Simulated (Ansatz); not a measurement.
BF2H3Si, SMILES FB(F)[SiH3], a polarisability from point charges

Program: Ansatz 0.2.0 through its Python package.

Notebook, run cell by cell (the value of a cell's last expression is shown):

In [1]:
```python
import ansatz as az
import numpy as np
```

In [2]:
```python
BASIS_SET = 'def2-SVP'
XC = 'b3lyp'
```

In [3]:
```python
geometry_ang = [
    ('F', (2.038, -0.6368, 0.7803)),
    ('B', (0.5679, -0.7726, 0.5592)),
    ('F', (-0.1273, -1.9377, 1.0696)),
    ('Si', (-0.3646, 0.5732, -0.4267)),
    ('H', (0.463, 1.6388, -0.8638)),
    ('H', (-1.4953, 1.1262, 0.4393)),
    ('H', (-1.0204, -0.0591, -1.6035)),
]
bf2h3si = az.Crystal.molecule()
for symbol, xyz in geometry_ang:
    bf2h3si = bf2h3si.atom(symbol, xyz)
```

In [4]:
```python
job = (
    bf2h3si.calculation()
    .basis(gaussian=BASIS_SET)  # the orbital basis, by name
    .functional(XC)
    .scf(lower_state_search='standard')
    .forces()  # minus the gradient of the free energy
)
# charges +q and -q at -R and +R make a nearly even field 2 k q / R^2 at the centre
centre = np.mean([site.position_ang for site in bf2h3si.cartesian_sites], axis=0)
field = 2 * 14.399645 * 4.0 / 25.0 ** 2
```

In [5]:
```python
def dipole(axis, sign):
    arm = 25.0 * np.eye(3)[axis]
    pair = [{'charge': sign * 4.0, 'position_ang': (centre - arm).tolist()}, {'charge': -sign * 4.0, 'position_ang': (centre + arm).tolist()}]
    deck = job.input().set(az.key.basis.gaussian.point_charges, pair)
    return np.array(az.Session.from_dict(deck).plan().execute().report['charge_distribution']['dipole_moment_e_ang'])


print(f'field {field:.4f} V/A')
alpha = np.array([(dipole(axis, 1) - dipole(axis, -1)) / (2 * field) * 14.399645 for axis in range(3)])
print('polarisability tensor (A^3)')
print(np.array2string(alpha, precision=3, suppress_small=True))
print(f'mean {np.trace(alpha) / 3:.3f} A^3 = {np.trace(alpha) / 3 / 0.14818471:.2f} bohr^3')
```
```text
field 0.1843 V/A
polarisability tensor (A^3)
[[ 5.906 -0.091  0.172]
 [-0.074  5.486 -0.301]
 [ 0.177 -0.287  5.171]]
mean 5.521 A^3 = 37.26 bohr^3
```

Notes:
- These settings explore the input space; basis and method may be short of convergence.
- The geometry is a force-field or estimated start, not a minimum of this method, and the basis set is short of its limit. The field of two point charges is only nearly even.
- b3lyp holds the VWN-RPA fit, as in Gaussian; the form of ORCA and Turbomole is b3lyp5.
- Without diffuse functions polarisabilities are unreliable, as a rule too low, and they change with the bond lengths of this unrelaxed start.
- Run time: 11 s on 1 thread of Arm Neoverse V2 (shared host), peak memory 0.2 GiB.
